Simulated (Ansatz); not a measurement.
# One shape, several levels: triplet CHClFNSi

Wanted: a comparison of 6 runs (U-r2SCAN/6-31G*, UB3LYP/6-31G*, UBLYP/6-31G*, UHSE06/6-31G*, UPBE/6-31G*, UCCSD(T)/6-31G*) of triplet CHClFNSi. 

The results are computed with Ansatz 0.2.0.

153 further runs of the same task are left out: 153 set aside as unsound or not needed. Runs told in other sessions of the task aren't counted.

### 1 The molecule

CHClFNSi has 6 atoms, charge 0, and is taken as a triplet. SMILES of the parent species: `FC1=N[SiH]1Cl`. The coordinates come from a PBE0-D4/def2-TZVP relaxation. That shape belongs to the parent species and isn't relaxed for this state.

Bond lengths: F1–C2 1.310 Å, C2–N3 1.270 Å, C2–Si4 1.756 Å, N3–Si4 1.774 Å, Si4–Cl5 2.023 Å, Si4–H6 1.469 Å. Angles: F1–C2–N3 128.1°, F1–C2–Si4 162.2°, N3–C2–Si4 69.7°, C2–N3–Si4 68.1°, C2–Si4–N3 42.2°, C2–Si4–Cl5 123.2°, N3–Si4–Cl5 119.8°, C2–Si4–H6 125.2°, N3–Si4–H6 120.9°, Cl5–Si4–H6 109.4°.

### 2 The energy at U-r2SCAN/6-31G(d) (spherical functions) (run 1)

Contents of input.yaml:

```yaml
crystal:
  periodic: [false, false, false]
  atoms:
    - symbol: F
      position_ang: [0.158300, -2.281300, -0.638700]
    - symbol: C
      position_ang: [0.216600, -1.043700, -0.212100]
    - symbol: "N"
      position_ang: [1.240300, -0.391700, 0.161000]
    - symbol: Si
      position_ang: [-0.233900, 0.593200, 0.234800]
    - symbol: Cl
      position_ang: [-0.525700, 2.070200, -1.116500]
    - symbol: H
      position_ang: [-0.813600, 0.989400, 1.525400]
basis:
  gaussian:
    orbitals: 6-31G_st_-spherical.json
magnetization:
  spin_polarized: true
  initial_magnetization: 2
hamiltonian:
  xc: r2scan
accuracy: high
output: {orbitals: {seedname: orbitals}}
```

The basis set 6-31G* is read from a file made from the Basis Set Exchange's data (not shown).

On the command line:

```bash
$ ansatz run input.yaml --threads 1 --pin off --max-ram 3480MiB --events-out events.jsonl --progress --plain --runs-dir runs
```

The log of the run:

```text
Warning: RAYON_NUM_THREADS=1 ignored (pool sized by the plan → 1); use --threads N
Functional definition: r2SCAN
  name "r2SCAN"
  parameter k0 = 0.174
  parameter k1 = 0.065
  parameter a1 = 4.9479
  exchange = r2scan_x(k0 = k0, k1 = k1, a1 = a1)
  correlation = r2scan_c
1730 factors; integrals over basis functions are off by at most 8.7e-9 eV
mean field evaluation 1: about -25640.8560 eV, gradient 4.3e1 eV
mean field evaluation 2: about -25552.4115 eV, gradient 1.1e2 eV
mean field evaluation 4: about -25648.2117 eV, gradient 1.9e1 eV
mean field evaluation 8: about -25650.5993 eV, gradient 4.0e-1 eV
mean field evaluation 16: about -25650.5906 eV, gradient 9.7e-3 eV
mean field evaluation 32: about -25650.5906 eV, gradient 8.9e-7 eV
mean field -25650.59063501 eV, -942.6418192419 hartree, gradient 7.2e-8 eV, S^2 2.012175; 5 other end points of the search recorded, 0 dependent functions left out
reference -25650.59063685 eV, -942.6418193094 hartree; 28, 26 occupied and 52, 54 virtual orbitals, 1730 factors
Total energy: -25650.59063685 eV, -942.6418193094 hartree
```

Wall time 39 s (1 thread of Arm Neoverse V1, shared host); peak memory 0.4 GiB.

### 3 A single-point energy at UB3LYP/6-31G(d) (spherical functions) (run 2)

Contents of molecule.yaml:

```yaml
crystal:
  periodic: [false, false, false]
  atoms:
    - {symbol: F, position_ang: [0.158300, -2.281300, -0.638700]}
    - {symbol: C, position_ang: [0.216600, -1.043700, -0.212100]}
    - {symbol: "N", position_ang: [1.240300, -0.391700, 0.161000]}
    - {symbol: Si, position_ang: [-0.233900, 0.593200, 0.234800]}
    - {symbol: Cl, position_ang: [-0.525700, 2.070200, -1.116500]}
    - {symbol: H, position_ang: [-0.813600, 0.989400, 1.525400]}
basis:
  gaussian:
    orbitals: 6-31G_st_-spherical.json
magnetization:
  spin_polarized: true
  initial_magnetization: 2
hamiltonian:
  xc: {name: B3LYP}
accuracy: high
output: {orbitals: {seedname: orbitals}}
```

The basis set 6-31G* is read from a file made from the Basis Set Exchange's data (not shown).

On the command line:

```bash
$ ansatz run molecule.yaml --threads 1 --pin off --max-ram 3480MiB --events-out events.jsonl --progress --plain --runs-dir runs
```

The log of the run:

```text
Warning: RAYON_NUM_THREADS=1 ignored (pool sized by the plan → 1); use --threads N
Functional definition: B3LYP
  name "B3LYP"
  parameter a0 = 0.2
  parameter ax = 0.72
  parameter ac = 0.81
  exchange = (1 - a0 - ax)*slater_x + ax*b88_x + a0*exact_x
  correlation = (1 - ac)*vwn_rpa_c + ac*lyp_c
1730 factors; integrals over basis functions are off by at most 8.7e-9 eV
mean field evaluation 1: about -25647.7293 eV, gradient 3.8e1 eV
mean field evaluation 2: about -25602.5157 eV, gradient 9.1e1 eV
mean field evaluation 4: about -25654.8229 eV, gradient 5.2e0 eV
mean field evaluation 8: about -25655.1331 eV, gradient 5.2e-1 eV
mean field evaluation 16: about -25655.1350 eV, gradient 7.6e-3 eV
mean field evaluation 32: about -25655.1350 eV, gradient 3.0e-6 eV
mean field -25655.13499688 eV, -942.8088214602 hartree, gradient 6.2e-8 eV, S^2 2.008628; 7 other end points of the search recorded, 0 dependent functions left out
reference -25655.13503200 eV, -942.8088227508 hartree; 28, 26 occupied and 52, 54 virtual orbitals, 1730 factors
Total energy: -25655.13503200 eV, -942.8088227508 hartree
```

Run time: 23 s. Hardware: 1 thread of Arm Neoverse V1, shared host; peak memory 0.38 GiB.

Run 3 isn't shown in full; the table further down has it.

### 4 The energy at UHSE06/6-31G(d) (spherical functions) (run 4)

Contents of run.yaml:

```yaml
crystal:
  periodic: [false, false, false]
  atoms:
    - {symbol: F, position_ang: [0.158300, -2.281300, -0.638700]}
    - {symbol: C, position_ang: [0.216600, -1.043700, -0.212100]}
    - {symbol: N, position_ang: [1.240300, -0.391700, 0.161000]}
    - {symbol: Si, position_ang: [-0.233900, 0.593200, 0.234800]}
    - {symbol: Cl, position_ang: [-0.525700, 2.070200, -1.116500]}
    - {symbol: H, position_ang: [-0.813600, 0.989400, 1.525400]}
basis:
  gaussian: {orbitals: 6-31G_st_-spherical.json}
magnetization: {spin_polarized: true, initial_magnetization: 2}
hamiltonian: {xc: {name: HSE06}}
accuracy: high
output: {orbitals: {seedname: orbitals}}
```

The basis set 6-31G* is read from a file made from the Basis Set Exchange's data (not shown).

On the command line:

```bash
$ ansatz run run.yaml --threads 1 --pin off --max-ram 3480MiB --events-out events.jsonl --progress --plain --runs-dir runs
```

The log of the run:

```text
Warning: RAYON_NUM_THREADS=1 ignored (pool sized by the plan → 1); use --threads N
Functional definition: HSE06
  name "HSE06"
  parameter a = 0.25
  parameter omega = 0.11/bohr
  exchange = pbe_x - a*pbe_x_sr(omega) + a*exact_x_sr(omega)
  correlation = pbe_c
1730 factors; integrals over basis functions are off by at most 8.7e-9 eV
95 factors; integrals over basis functions are off by at most 2.3e-9 eV
mean field evaluation 1: about -25634.3553 eV, gradient 3.6e1 eV
mean field evaluation 2: about -25593.4307 eV, gradient 8.7e1 eV
mean field evaluation 4: about -25640.6946 eV, gradient 5.0e0 eV
mean field evaluation 8: about -25641.0468 eV, gradient 9.8e-1 eV
mean field evaluation 16: about -25641.0528 eV, gradient 7.1e-3 eV
mean field evaluation 32: about -25641.0528 eV, gradient 4.3e-6 eV
mean field -25641.05283130 eV, -942.2913114203 hartree, gradient 5.5e-8 eV, S^2 2.010068; 5 other end points of the search recorded, 0 dependent functions left out
reference -25641.05283425 eV, -942.2913115287 hartree; 28, 26 occupied and 52, 54 virtual orbitals, 1730 factors
Total energy: -25641.05283425 eV, -942.2913115287 hartree
```

Run time: 25 s. Hardware: 1 thread of Arm Neoverse V1, shared host; peak memory 0.4 GiB.

Run 5 isn't shown in full; the table further down has it.

### 5 A single-point energy at UCCSD(T)/6-31G(d) (spherical functions) (run 6)

Contents of in.yaml:

```yaml
basis:
  gaussian: {orbitals: 6-31G_st_-spherical.json}
crystal:
  periodic: [false, false, false]
  atoms:
    - symbol: F
      position_ang: [0.158300, -2.281300, -0.638700]
    - symbol: C
      position_ang: [0.216600, -1.043700, -0.212100]
    - symbol: N
      position_ang: [1.240300, -0.391700, 0.161000]
    - symbol: Si
      position_ang: [-0.233900, 0.593200, 0.234800]
    - symbol: Cl
      position_ang: [-0.525700, 2.070200, -1.116500]
    - symbol: H
      position_ang: [-0.813600, 0.989400, 1.525400]
magnetization: {spin_polarized: true, initial_magnetization: 2}
correlation: {method: ccsd_t, frozen_orbitals: {C: 1, Cl: 5, F: 1, H: 0, "N": 1, Si: 5}}
accuracy: high
scf: {omitted_lower_state_checks: [cluster_reference, increment]}
```

The basis set 6-31G* is read from a file made from the Basis Set Exchange's data (not shown).

On the command line:

```bash
$ ansatz run in.yaml --threads 1 --pin off --max-ram 3480MiB --events-out events.jsonl --progress --plain --runs-dir runs
```

The log of the run:

```text
Warning: RAYON_NUM_THREADS=1 ignored (pool sized by the plan → 1); use --threads N
[... 13 lines left out ...]
13 core orbitals not correlated: weight in the atoms' cores, before any rotation towards them, 1.000 or more for the frozen orbitals, at most 0.000 for the correlated occupied ones
[... 48 lines left out ...]
Total energy: -25612.75577910 eV, -941.2514139323 hartree
Checks for a lower state left out: cluster_reference, increment
```

Wall time 77 s (1 thread of Arm Neoverse V1, shared host); peak memory 0.68 GiB.

### 6 All runs side by side

| run | level | frozen core orbitals | energy (Eh) | HOMO energy (eV) | ⟨S²⟩ | wall time |
| --- | --- | --- | --- | --- | --- | --- |
| 1 | U-r2SCAN/6-31G* (spherical functions) | – | -942.641819 | -2.19 | 2.012 | 39 s |
| 2 | UB3LYP/6-31G* (spherical functions) | – | -942.808823 | -2.91 | 2.009 | 23 s |
| 3 | UBLYP/6-31G* (spherical functions) | – | -942.739654 | -1.72 | 2.005 | 20 s |
| 4 | UHSE06/6-31G* (spherical functions) | – | -942.291312 | -2.83 | 2.010 | 25 s |
| 5 | UPBE/6-31G* (spherical functions) | – | -942.248350 | -1.95 | 2.005 | 20 s |
| 6 | UCCSD(T)/6-31G* (spherical functions) | 13 | -941.251414 | – | 2.040 | 77 s |

### 7 What came out

```
                                           quantity          value
                                run 6: total energy  -941.25141 Eh
run 6: correlation energy (13 core orbitals frozen)     -675.0 mEh
                              run 6: (T) correction     -20.83 mEh
           run 6: ⟨S²⟩ of the reference determinant          2.040
                               run 6: T1 diagnostic          0.024
```

What this shows: Totals of different functionals can't be ranked against each other. All runs together took 3.4 min, the longest 77 s.
